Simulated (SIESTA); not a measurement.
HPbNO4:

```
H Pb N O
1.0
     4.12040   -0.00081   -0.01120
     0.00404    6.42722    0.05360
     0.02791    3.20707    7.74994
H Pb N O
2 2 2 8
Direct
  0.90366 0.21821 0.48851
  0.40337 0.78177 0.51142
  0.39455 0.30863 0.70725
  0.89489 0.69135 0.29266
  0.63409 0.19990 0.20730
  0.13386 0.80012 0.79275
  0.90829 0.32866 0.54369
  0.53792 0.39076 0.19497
  0.53483 0.11279 0.10602
  0.83718 0.08887 0.32672
  0.40817 0.67132 0.45624
  0.03774 0.60924 0.80520
  0.03429 0.88737 0.89397
  0.33716 0.91101 0.67330
```

The cell was built by a generator and needn't be a form met in nature.

Base run:

- Program: SIESTA 5.4.2
- Functional: PBE
- Potentials or basis: PseudoDojo 0.4 standard (PBE files)
- Basis: DZP (energy shift 0.003 Ry; two zetas on semicore shells)
- Grid cutoff: 800 Ry
- Energy shift: 0.003 Ry
- k mesh: 7 × 5 × 4
- Occupations: fermi-dirac, width 0.05 eV
- Spin: no spin polarisation

Its results: band gap on the k mesh 3.25 eV, indirect (least direct gap 3.31 eV); pressure 2.8 GPa; largest force 1.387 eV/Å.

Problem. After a change of settings the same cell gave: band gap on the k mesh 3.24 eV, indirect (least direct gap 3.31 eV); pressure 6.0 GPa; largest force 2.257 eV/Å. Which change was it?
A. functional from PBE to PBEsol; potentials or basis from PseudoDojo 0.4 standard (PBE files) to PseudoDojo 0.4 standard (PBEsol files)
B. functional from PBE to BLYP
C. functional from PBE to AM05; potentials or basis from PseudoDojo 0.4 standard (PBE files) to PseudoDojo 0.4 standard (PBEsol files)
D. potentials or basis from PseudoDojo 0.4 standard (PBE files) to PseudoDojo 0.4 standard (PBE files, fully relativistic); spin from no spin polarisation to non-collinear spin, zero start, spin-orbit coupling

Solution. B.

BLYP binds less tightly than PBE, so the same cell stands under more pressure.

Caveats: spin-orbit coupling is left out, which as a rule narrows the gap of such compounds by several tenths of an eV; the basis of atomic orbitals isn't converged, which shifts pressures, moduli and gaps; forces of over 1 eV/Å show positions far from the minimum, so gaps and moduli don't describe the material at rest (some runs); the potentials were made for another functional, which shifts forces and pressure (some runs).

Not every run made on this cell is shown here.
